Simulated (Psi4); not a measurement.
# HSE06/def2-SVP (core potential) run of HfHCl3O (SMILES Cl[Hf](Cl)(Cl)O)

What is the vertical ionisation energy of HfHCl3O at HSE06/def2-SVP (core potential)? The job is set up through a QCSchema input.

The results are computed with Psi4 1.11.

1 further run of the same task is left out (set aside as unsound or not needed).

### 1 The molecule

The species is HfHCl3O (6 atoms), meant as a singlet with charge 0. SMILES: `Cl[Hf](Cl)(Cl)O`. The coordinates come from a PBE0-D4/def2-TZVP relaxation.

Bond lengths: Cl1–Hf2 2.337 Å, Hf2–Cl3 2.337 Å, Hf2–Cl4 2.337 Å, Hf2–O5 1.881 Å, O5–H6 0.953 Å. Angles: Cl1–Hf2–Cl3 109.7°, Cl1–Hf2–Cl4 109.7°, Cl1–Hf2–O5 109.2°, Cl3–Hf2–Cl4 109.7°, Cl3–Hf2–O5 109.2°, Cl4–Hf2–O5 109.2°, Hf2–O5–H6 179.9°.

### 2 Energy and forces at HSE06/def2-SVP (core potential)

cl3hhfo.json

```json
{
 "schema_name": "qcschema_input",
 "schema_version": 1,
 "molecule": {
  "schema_name": "qcschema_molecule",
  "schema_version": 2,
  "symbols": ["Cl", "Hf", "Cl", "Cl", "O", "H"],
  "geometry": [1.65683628, -0.19095682, -4.41545847, -0.04318024, -0.6623679, -0.36719268, -4.27527859, -1.8884978, -0.66089392, 2.24119629, -3.71348191, 1.86277863, 0.15885038, 2.44150726, 1.3551415, 0.26157589, 4.01381608, 2.22560605],
  "molecular_charge": 0,
  "molecular_multiplicity": 1,
  "fix_symmetry": "c1"
 },
 "driver": "gradient",
 "model": {
  "method": "hse06",
  "basis": "def2-SVP"
 },
 "keywords": {
  "reference": "rks",
  "puream": true,
  "e_convergence": 1e-09,
  "d_convergence": 1e-08,
  "scf_type": "pk",
  "dft_radial_points": 99,
  "dft_spherical_points": 590,
  "scf_properties": ["MAYER_INDICES", "WIBERG_LOWDIN_INDICES", "MULLIKEN_CHARGES"]
 }
}
```

Command:

```console
$ psi4 --qcschema cl3hhfo.json -n 1 --memory 2200MB
```

stdout, cut to the lines that bear on the results:

```text
[...]
    !!!  WARNING: ECP capability is in beta. Please check occupations closely.  !!!
[...]
  Running in c1 symmetry.
[...]
  Nuclear repulsion =  361.304237010780241
[...]
  Multiplicity = 1
[...]
  Nalpha       = 36
  Nbeta        = 36
[...]
    Number of basis functions: 105
[...]
   @RKS iter   1: -1503.55790180924328   -3.78943e-01   7.18124e-03 DIIS/ADIIS
[...]
   @RKS iter  12: -1503.78709132553968    4.54747e-13   3.76016e-09 DIIS
[...]
    Orbital Energies [Eh]
    ---------------------
    Doubly Occupied:
       1A   -101.671515     2A   -101.671488     3A   -101.671484
       4A    -19.236486     5A     -9.516872     6A     -9.516858
       7A     -9.516854     8A     -7.251358     9A     -7.251345
      10A     -7.251341    11A     -7.249064    12A     -7.249059
      13A     -7.249038    14A     -7.248812    15A     -7.248808
      16A     -7.248805    17A     -2.545390    18A     -1.391537
      19A     -1.380247    20A     -1.380247    21A     -0.999136
      22A     -0.822277    23A     -0.812514    24A     -0.812511
      25A     -0.549519    26A     -0.396081    27A     -0.393605
      28A     -0.393605    29A     -0.373618    30A     -0.373615
      31A     -0.350405    32A     -0.350405    33A     -0.346633
      34A     -0.331044    35A     -0.331042    36A     -0.325924
[...]
  @RKS Final Energy: -1503.78709132553968
   => Energetics <=
    Nuclear Repulsion Energy =            361.3042370107802412
    One-Electron Energy =               -2810.4458307211352803
    Two-Electron Energy =                1021.5554988564056202
    DFT Exchange-Correlation Energy =     -76.2009964715901020
    Empirical Dispersion Energy =           0.0000000000000000
    VV10 Nonlocal Energy =                  0.0000000000000000
    Total Energy =                      -1503.7870913255396772
[...]
 Multipole Moments:
 ------------------------------------------------------------------------------------
     Multipole            Electronic (a.u.)      Nuclear  (a.u.)        Total (a.u.)
 ------------------------------------------------------------------------------------
 L = 1.  Multiply by 2.5417464519 to convert [e a0] to [Debye]
 Dipole X            :          1.1356948           -1.0679408            0.0677540
 Dipole Y            :         17.4527057          -16.4137510            1.0389547
 Dipole Z            :          9.6865418           -9.1107516            0.5757902
 Magnitude           :                                                    1.1897696
[...]
  Mulliken Charges: (a.u.)
   Center  Symbol    Alpha    Beta     Spin     Total
       1    CL     8.62814  8.62814  0.00000 -0.25628
       2    HF     5.52748  5.52748  0.00000  0.94505
       3    CL     8.62814  8.62814  0.00000 -0.25627
       4    CL     8.62814  8.62814  0.00000 -0.25627
       5     O     4.19507  4.19507  0.00000 -0.39015
       6     H     0.39304  0.39304  0.00000  0.21392
   Total alpha = 36.00000, Total beta = 36.00000, Total charge = -0.00000
  Mayer Bond Indices:
[...]
  -Total Gradient:
     Atom            X                  Y                   Z
    ------   -----------------  -----------------  -----------------
       1       -0.001503988130    -0.000637030020     0.003466274676
       2        0.000124235786     0.001960908426     0.001093947676
       3        0.003746313543     0.000875267840     0.000137604272
       4       -0.002045215931     0.002503660756    -0.002086710527
       5       -0.000035140219    -0.000507610755    -0.000279136035
       6       -0.000273485738    -0.004207384202    -0.002337127898
[...]
```

The result, in JSON:

```text
{
 "driver": "gradient",
 "model": {
  "method": "hse06",
  "basis": "def2-SVP"
 },
 "success": true,
 "return_result": [-0.0015039881297024826, -0.0006370300197116544, 0.0034662746757019858, 0.0001242357858468651, 0.00196090842604019, 0.001093947675797128, 0.0037463135429256222, 0.0008752678400772776, 0.00013760427208777022, -0.0020452159309717333, 0.0025036607563946878, -0.0020867105269728875, -3.5140218733536836e-05, -0.0005076107551453823, -0.0002791360349753552, -0.00027348573821167274, -0.004207384202092046, -0.002337127898335678],
 "properties": {
  "calcinfo_nbasis": 105,
  "calcinfo_nmo": 105,
  "calcinfo_nalpha": 36,
  "calcinfo_nbeta": 36,
  "calcinfo_natom": 6,
  "nuclear_repulsion_energy": 361.30423701078024,
  "return_energy": -1503.7870913255397,
  "return_gradient": [-0.0015039881297024826, -0.0006370300197116544, 0.0034662746757019858, 0.0001242357858468651, 0.00196090842604019, 0.001093947675797128, 0.0037463135429256222, 0.0008752678400772776, 0.00013760427208777022, -0.0020452159309717333, 0.0025036607563946878, -0.0020867105269728875, -3.5140218733536836e-05, -0.0005076107551453823, -0.0002791360349753552, -0.00027348573821167274, -0.004207384202092046, -0.002337127898335678],
  "scf_one_electron_energy": -2810.4458307211353,
  "scf_two_electron_energy": 1021.5554988564056,
  "scf_xc_energy": -76.2009964715901,
  "scf_dipole_moment": [0.06775404336517576, 1.0389547158545405, 0.5757901518179338],
  "scf_total_energy": -1503.7870913255397,
  "scf_total_gradient": [-0.0015039881297024826, -0.0006370300197116544, 0.0034662746757019858, 0.0001242357858468651, 0.00196090842604019, 0.001093947675797128, 0.0037463135429256222, 0.0008752678400772776, 0.00013760427208777022, -0.0020452159309717333, 0.0025036607563946878, -0.0020867105269728875, -3.5140218733536836e-05, -0.0005076107551453823, -0.0002791360349753552, -0.00027348573821167274, -0.004207384202092046, -0.002337127898335678],
  "scf_iterations": 12
 }
}
```

Run time: 38 s. Hardware: 1 thread of Intel Xeon 6975P-C (Granite Rapids), shared host; peak memory 0.9 GiB.

### 3 The doublet cation at the same level

job.json

```json
{
 "schema_name": "qcschema_input",
 "schema_version": 1,
 "molecule": {
  "schema_name": "qcschema_molecule",
  "schema_version": 2,
  "symbols": ["Cl", "Hf", "Cl", "Cl", "O", "H"],
  "geometry": [1.65683628, -0.19095682, -4.41545847, -0.04318024, -0.6623679, -0.36719268, -4.27527859, -1.8884978, -0.66089392, 2.24119629, -3.71348191, 1.86277863, 0.15885038, 2.44150726, 1.3551415, 0.26157589, 4.01381608, 2.22560605],
  "molecular_charge": 1,
  "molecular_multiplicity": 2,
  "fix_symmetry": "c1"
 },
 "driver": "gradient",
 "model": {
  "method": "hse06",
  "basis": "def2-SVP"
 },
 "keywords": {
  "reference": "uks",
  "puream": true,
  "e_convergence": 1e-09,
  "d_convergence": 1e-08,
  "scf_type": "pk",
  "dft_radial_points": 99,
  "dft_spherical_points": 590,
  "maxiter": 100,
  "scf_properties": ["WIBERG_LOWDIN_INDICES", "MULLIKEN_CHARGES", "DIPOLE"]
 }
}
```

Command:

```console
$ psi4 --qcschema job.json -n 1 --memory 2200MB
```

stdout, cut to the lines that bear on the results:

```text
[...]
    !!!  WARNING: ECP capability is in beta. Please check occupations closely.  !!!
[...]
  Running in c1 symmetry.
[...]
  Nuclear repulsion =  361.304237010780241
[...]
  Multiplicity = 2
[...]
  Nalpha       = 36
  Nbeta        = 35
[...]
    Number of basis functions: 105
[...]
   @UKS iter   1: -1503.15989019390759    1.90681e-02   6.82236e-03 DIIS/ADIIS
[...]
   @UKS iter  25: -1503.37411950941396   -1.61435e-11   6.00554e-09 DIIS
[...]
   @S^2 Observed:                7.606048478E-01
[...]
  @UKS Final Energy: -1503.37411950941396
   => Energetics <=
    Nuclear Repulsion Energy =            361.3042370107802412
    One-Electron Energy =               -2794.8826223433684390
    Two-Electron Energy =                1006.1076618634054967
    DFT Exchange-Correlation Energy =     -75.9033960402309447
    Empirical Dispersion Energy =           0.0000000000000000
    VV10 Nonlocal Energy =                  0.0000000000000000
    Total Energy =                      -1503.3741195094137311
[...]
 Multipole Moments:
 ------------------------------------------------------------------------------------
     Multipole            Electronic (a.u.)      Nuclear  (a.u.)        Total (a.u.)
 ------------------------------------------------------------------------------------
 L = 1.  Multiply by 2.5417464519 to convert [e a0] to [Debye]
 Dipole X            :          1.0993775           -1.0679408            0.0314367
 Dipole Y            :         16.8938936          -16.4137510            0.4801426
 Dipole Z            :          9.3765837           -9.1107516            0.2658320
 Magnitude           :                                                    0.5497198
[...]
  -Total Gradient:
     Atom            X                  Y                   Z
    ------   -----------------  -----------------  -----------------
       1       -0.004916219900     0.000575514090     0.013148721206
       2       -0.002063959201    -0.031684683743    -0.017567044177
       3        0.012738956223     0.005638296005     0.001969368587
       4       -0.006680334844     0.011084223856    -0.005531472235
       5        0.001651623978     0.025400022250     0.014094788916
       6       -0.000718016298    -0.011027016264    -0.006117709711
[...]
```

The result, in JSON:

```text
{
 "driver": "gradient",
 "model": {
  "method": "hse06",
  "basis": "def2-SVP"
 },
 "success": true,
 "return_result": [-0.0049162198995719025, 0.0005755140899847168, 0.013148721205910818, -0.002063959200634376, -0.031684683742775895, -0.017567044176534884, 0.012738956222832276, 0.005638296004586374, 0.001969368587276794, -0.006680334843655308, 0.011084223856261566, -0.0055314722353358575, 0.001651623978376109, 0.025400022250031767, 0.014094788916059864, -0.0007180162982518799, -0.011027016263924438, -0.006117709711107144],
 "properties": {
  "calcinfo_nbasis": 105,
  "calcinfo_nmo": 105,
  "calcinfo_nalpha": 36,
  "calcinfo_nbeta": 35,
  "calcinfo_natom": 6,
  "nuclear_repulsion_energy": 361.30423701078024,
  "return_energy": -1503.374119509414,
  "return_gradient": [-0.0049162198995719025, 0.0005755140899847168, 0.013148721205910818, -0.002063959200634376, -0.031684683742775895, -0.017567044176534884, 0.012738956222832276, 0.005638296004586374, 0.001969368587276794, -0.006680334843655308, 0.011084223856261566, -0.0055314722353358575, 0.001651623978376109, 0.025400022250031767, 0.014094788916059864, -0.0007180162982518799, -0.011027016263924438, -0.006117709711107144],
  "scf_one_electron_energy": -2794.8826223433684,
  "scf_two_electron_energy": 1006.1076618634055,
  "scf_xc_energy": -75.90339604023094,
  "scf_dipole_moment": [0.03143668197366711, 0.480142612054113, 0.26583202271521245],
  "scf_total_energy": -1503.374119509414,
  "scf_total_gradient": [-0.0049162198995719025, 0.0005755140899847168, 0.013148721205910818, -0.002063959200634376, -0.031684683742775895, -0.017567044176534884, 0.012738956222832276, 0.005638296004586374, 0.001969368587276794, -0.006680334843655308, 0.011084223856261566, -0.0055314722353358575, 0.001651623978376109, 0.025400022250031767, 0.014094788916059864, -0.0007180162982518799, -0.011027016263924438, -0.006117709711107144],
  "scf_iterations": 25
 }
}
```

Run time: 78 s. Hardware: 1 thread of Intel Xeon 6975P-C (Granite Rapids), shared host; peak memory 0.91 GiB.

### 4 Summary of results

Level: HSE06/def2-SVP (core potential).

| quantity | value |
| --- | --- |
| singlet HfHCl3O: total energy | -1503.78709 Eh |
| singlet HfHCl3O: dipole moment | 3.02 D |
| singlet HfHCl3O: HOMO energy | -8.87 eV |
| singlet HfHCl3O: LUMO energy | -1.74 eV |
| singlet HfHCl3O: HOMO–LUMO gap | 7.13 eV |
| singlet HfHCl3O: largest force on an atom | 0.248 eV/Å |
| doublet cation: total energy | -1503.37412 Eh |
| doublet cation: HOMO energy (highest over α and β) | -14.40 eV |
| doublet cation: LUMO energy (lowest over α and β) | -13.60 eV |
| doublet cation: ⟨S²⟩ | 0.761 |
| doublet cation: largest force on an atom | 1.866 eV/Å |
| vertical ionisation energy (to the doublet cation) | 11.238 eV |

In words: The vertical ionisation energy comes to 11.24 eV (1084 kJ/mol). −ε(HOMO) before ionisation, 8.87 eV, is 2.37 eV below this ionisation energy. Mulliken charges (singlet HfHCl3O) run from -0.39 on O5 to +0.95 on Hf2. Mulliken charges (doublet cation) run from -0.35 on O5 to +1.07 on Hf2.
